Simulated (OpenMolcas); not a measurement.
# Tc⁵⁺: CASSCF and CASPT2 terms and fine-structure levels

Which level of Tc⁵⁺ lies lowest, and where do the others fall? The reference wave functions come first, then spin-orbit coupling, then second-order correlation under several settings.

Method: state-averaged CASSCF and CASPT2, spin-orbit coupling by RASSI with atomic mean-field integrals. Code: OpenMolcas 26.06.

## Step 1: What is computed

| Item | Value |
| --- | --- |
| Species | Tc⁵⁺ (technetium, Z = 43, 38 electrons) |
| Basis | ANO-RCC-VQZP [8s7p5d3f2g1h], 104 functions |
| Scalar Hamiltonian | DKH4, point nucleus |
| Inactive shells | 1s 2s 2p 3s 3p 3d 4s 4p |
| Active space | 2 electrons in 5 orbitals (4d) |
| Some configurations of this space | 4d2 |
| Orbitals | optimised for the ground-state spin in each parity, averaged over the low roots |

The outer shells:

4d2
```
4d [↑ ][↑ ][  ][  ][  ]
```

The work runs as a chain of OpenMolcas steps in one folder; each step below is one input file. Labels, J, g values, rates, χT and fits are worked out afterwards by a script from the matrices that RASSI stores.

## Step 2: One- and two-electron integrals

Contents of a.inp:

```
&GATEWAY
Coord
1

Tc 0.0 0.0 0.0
Basis=ANO-RCC-VQZP
Group=XYZ
NoMove
AngMom=0.0 0.0 0.0
AMFI
&SEWARD
Relativistic=R04O02
```

Command:

```
OMP_NUM_THREADS=1 MOLCAS_MEM=2252 MOLCAS_PROJECT=a pymolcas a.inp > a.log
```

## Step 3: CASSCF: triplets of even parity, 10 roots

Contents of a.inp:

```
&RASSCF
FileOrb=start.orb
Symmetry=1
Spin=3
nActEl=2 0 0
Inactive=9 9
Ras2=5 0
CIRoot=10 10 1
SDav=10
CIMx=300
Iter=120 100
PrWF=0.3
OrbListing=Nothing
MaxOrb=0
Atom
>>> COPY $Project.JobIph JOB001
```

start.orb holds the contracted functions of the basis, ordered by shell, or the orbitals of the step before.

## Step 4: CASSCF: singlets of even parity, 15 roots

Contents of a.inp:

```
&RASSCF
FileOrb=start.orb
Symmetry=1
Spin=1
nActEl=2 0 0
Inactive=9 9
Ras2=5 0
CIRoot=15 15 1
SDav=15
CIMx=300
Iter=120 100
PrWF=0.3
OrbListing=Nothing
MaxOrb=0
Atom
CIOnly
>>> COPY $Project.JobIph JOB002
```

## Step 5: State interaction with spin-orbit coupling

Contents of a.inp:

```
&RASSI
NrOfJobIphs=2 10 14
1 2 3 4 5 6 7 8 9 10
1 2 3 4 5 6 7 8 9 10 11 12 13 14
IphNames
JOB001
JOB002
EJob
SpinOrbit
DIPRint=1.0
SOCoupling=1000.0
Subsets=2
MEES
Property=10
'ANGMOM' 1 'ANGMOM' 2 'ANGMOM' 3 'MLTPL  1' 1 'MLTPL  1' 2 'MLTPL  1' 3
'AMFI' 1 'AMFI' 2 'AMFI' 3 'MLTPL  2' 6
SOProperty=3
'ANGMOM' 1 'ANGMOM' 2 'ANGMOM' 3
```

## Step 6: CASPT2: IPEA 0.15, real shift 0.1 (closed shells correlated: 4s 4p)

Contents of a.inp:

```
>>> COPY JOB001 $Project.JobIph
&CASPT2
Multistate=10 1 2 3 4 5 6 7 8 9 10
Frozen=8 6
IPEA=0.15
Shift=0.1
MaxIter=60
WThr=0.0 0.3 0.05
PrWF=0.5
NoMix
>>> COPY JOB002 $Project.JobIph
&CASPT2
Multistate=14 1 2 3 4 5 6 7 8 9 10 11 12 13 14
Frozen=8 6
IPEA=0.15
Shift=0.1
MaxIter=60
WThr=0.0 0.3 0.05
PrWF=0.5
NoMix
```

## Step 7: CASPT2: IPEA 0.6, sigma2 regulariser 0.15 (closed shells correlated: 3d 4s 4p)

Contents of a.inp:

```
>>> COPY JOB001 $Project.JobIph
&CASPT2
Multistate=10 1 2 3 4 5 6 7 8 9 10
NoMult
Frozen=3 6
IPEA=0.6
Sig2=0.15
MaxIter=60
WThr=0.0 0.3 0.05
PrWF=0.5
NoMix
>>> COPY JOB002 $Project.JobIph
&CASPT2
Multistate=14 1 2 3 4 5 6 7 8 9 10 11 12 13 14
NoMult
Frozen=3 6
IPEA=0.6
Sig2=0.15
MaxIter=60
WThr=0.0 0.3 0.05
PrWF=0.5
NoMix
```

## Step 8: CASPT2: IPEA 0.2, sigma2 regulariser 0.5 (closed shells correlated: 3d 4s 4p)

Contents of a.inp:

```
>>> COPY JOB001 $Project.JobIph
&CASPT2
Multistate=10 1 2 3 4 5 6 7 8 9 10
Frozen=3 6
IPEA=0.2
Sig2=0.5
MaxIter=60
WThr=0.0 0.3 0.05
PrWF=0.5
NoMix
>>> COPY JOB002 $Project.JobIph
&CASPT2
Multistate=14 1 2 3 4 5 6 7 8 9 10 11 12 13 14
Frozen=3 6
IPEA=0.2
Sig2=0.5
MaxIter=60
WThr=0.0 0.3 0.05
PrWF=0.5
NoMix
```

(Steps that only read results are left out.)

Before running it: what results should come out? Wanted: lowest level; first excited level; lowest level of another term; spin-orbit lowering of the lowest level; strongest of the lines computed, by gA.

As calculated:

| quantity | value |
| --- | --- |
| method | SS-CASPT2, IPEA 0.15, real shift 0.1 (closed shells correlated: 4s 4p) |
| lowest level | 4d2 3F2, 98 % of that term, g = 0.673 |
| ground level listed by NIST | 3F2 |
| first excited level | 4d2 3F3 at 0.249 eV |
| lowest level of another term | 4d2 1D2 at 1.449 eV |
| spin-orbit lowering of the lowest level | 0.3203 eV |
| strongest of the lines computed, by gA (one parity, so forbidden lines), at SS-CASPT2 energies | 4d2 1G4 → 4d2 3F4, 671.2 nm, A = 6.77e-01 s⁻¹ |

Cost and accuracy by method:

```
                                                    method  time of its own steps  time with the reference  mean absolute difference from method B (cm-1)
                                                 A. CASSCF                  9.2 s                    9.2 s                                           1600
           B. SS-CASPT2, IPEA 0.15, real shift 0.1, +4s 4p                  8.9 s                     18 s                                              0
C. SS-CASPT2, IPEA 0.6, sigma2 regulariser 0.15, +3d 4s 4p                   13 s                     22 s                                            190
 D. SS-CASPT2, IPEA 0.2, sigma2 regulariser 0.5, +3d 4s 4p                   12 s                     21 s                                             32
```

Times are of one thread on a shared host.

The multiplet 3F is regular; its intervals divided by the larger J differ by 18 % of their mean, where Landé's rule for pure LS coupling makes them equal. Second-order correlation (method B) scales the levels of the lowest configuration above 5000 cm⁻¹ by 0.81 to 0.87. Only the configurations of the active space and the roots asked for are present. The singlets rest on orbitals optimised for another spin in at least one step, which raises them against the optimised states. Not all states of the active space went into the spin-orbit step. CASPT2 does not keep the components of a term degenerate, and the means are used. Levels of other configurations are missing from the list.
